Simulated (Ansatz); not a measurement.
# AlF2H3O: the cost of one run

Program: Ansatz 0.2.0. Level of theory: RKS PBE/STO-3G. These are calculated values, not measurements.

### Step 1. The system as given

Bond lengths: Al1–F3 1.640 Å, Al1–F4 1.641 Å, Al1–O6 2.174 Å, O6–H7 0.955 Å. Angles: F3–Al1–F4 126.9°, F3–Al1–O6 115.2°, F4–Al1–O6 112.6°, Al1–O6–H7 153.1°.

Structure file:

```xyz
7

Al   -0.9094   -0.1965   -0.2448
H     0.7273   -1.3211   -0.0027
F    -1.3605   -0.1364   -1.8207
F    -1.8964   -0.3629    1.0562
H     1.0753   -0.4203    0.1859
O     0.9346    0.8523    0.2319
H     1.4292    1.5849    0.5941
```

### Step 2. Pulling towards end A

Springs on the bonds that form and break draw the guess towards this end; the thresholds are loose.

Contents of input.yaml:

```yaml
crystal:
  periodic: [false, false, false]
  atoms:
    - { symbol: Al, position_ang: [-0.9094, -0.1965, -0.2448] }
    - { symbol: H, position_ang: [0.7273, -1.3211, -0.0027] }
    - { symbol: F, position_ang: [-1.3605, -0.1364, -1.8207] }
    - { symbol: F, position_ang: [-1.8964, -0.3629, 1.0562] }
    - { symbol: H, position_ang: [1.0753, -0.4203, 0.1859] }
    - { symbol: O, position_ang: [0.9346, 0.8523, 0.2319] }
    - { symbol: H, position_ang: [1.4292, 1.5849, 0.5941] }
basis:
  gaussian: { orbitals: STO-3G }
hamiltonian:
  xc: pbe
relax:
  f_tol: 0.15
  max_steps: 25
  restrain:
    - { distance: [0, 5], at: 3.17, k: 30.0 }
    - { distance: [4, 1], at: 1.92, k: 30.0 }
    - { distance: [0, 1], at: 1.52, k: 30.0 }
    - { distance: [4, 5], at: 0.97, k: 30.0 }
output:
  orbitals: {}
```

Started as:

```console
$ ansatz run input.yaml --threads 1 --pin off --max-ram 2048MiB --backend cpu --events-out ev --progress --plain --runs-dir out
```

**Question.** How long does this run take on 1 thread of AMD EPYC 9R45 (Zen 5), shared host, and how much memory does it need?

About 5.4 s, with a peak of 0.13 GiB.
